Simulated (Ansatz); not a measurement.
# Rb3Si2: the cost of one run

Computed with Ansatz 0.2.0 (DFT PBE, scalar-relativistic, plane waves, PAW, unless a step's input says otherwise).

## 1. Starting point

The structure is trigonal, space group R-3m (No. 166). The conventional cell has a = 4.259 Å, b = 4.259 Å, c = 29.615 Å, α = 90.00°, β = 90.00°, γ = 120.00°. Rb (site symmetry -3m) has 6 Si at 3.15 Å as nearest neighbours. Rb (site symmetry 3m) has 3 Si at 2.99 Å as nearest neighbours. Si (site symmetry 3m) is surrounded by 6 Rb at 2.99 to 3.15 Å.

As a file:

```cif
data_structure
_symmetry_space_group_name_H-M 'R-3m:H'
_symmetry_Int_Tables_number 166
_cell_length_a 4.2591
_cell_length_b 4.2591
_cell_length_c 29.6147
_cell_angle_alpha 90.000
_cell_angle_beta 90.000
_cell_angle_gamma 120.000
_cell_volume 465.24
loop_
_atom_site_label
_atom_site_type_symbol
_atom_site_symmetry_multiplicity
_atom_site_Wyckoff_symbol
_atom_site_fract_x
_atom_site_fract_y
_atom_site_fract_z
_atom_site_occupancy
Rb1 Rb 3 a 0.00000 0.00000 0.00000 1
Rb2 Rb 6 c 0.00000 0.00000 0.20950 1
Si1 Si 6 c 0.33333 0.66667 0.06667 1
```

(A quick probe on a coarse mesh, which set the mesh and smearing, is not shown.)

## 3. A loose first relaxation

input.yaml reads:

```yaml
crystal:
  lattice:
    - [2.1295517157, 1.2294972563, 9.8715524291]
    - [-2.1295517157, 1.2294972563, 9.8715524291]
    - [0.0, -2.4589945125, 9.8715524291]
  atoms:
    - { symbol: Rb, position: [0.0, 0.0, 0.0] }
    - { symbol: Rb, position: [0.2095, 0.2095, 0.2095] }
    - { symbol: Rb, position: [0.7905, 0.7905, 0.7905] }
    - { symbol: Si, position: [0.4, 0.4, 0.4] }
    - { symbol: Si, position: [0.6, 0.6, 0.6] }
basis:
  ecutwfc: 420
kpoints:
  mp_grid: { grid: [6, 6, 6] }
hamiltonian:
  xc: pbe
scf:
  occupations: { method: gaussian, width: 0.1 }
  lower_state_search: "off"
output:
  forces: true
  stress: true
  eigenvalues: true
relax:
  adjacent_minimum: "off"
  f_tol: 0.04
  max_steps: 70
  cell: { stress_tol: 0.4 }
```

Launch:

```bash
ansatz run input.yaml --threads 1 --pin off --max-ram 2560MiB --backend cpu --events-out ev --progress --plain --runs-dir out
```

Q: Estimate wall time and peak memory on 1 thread of Arm Neoverse V2, shared host.

About 2.2 min, with a peak of 0.48 GiB.
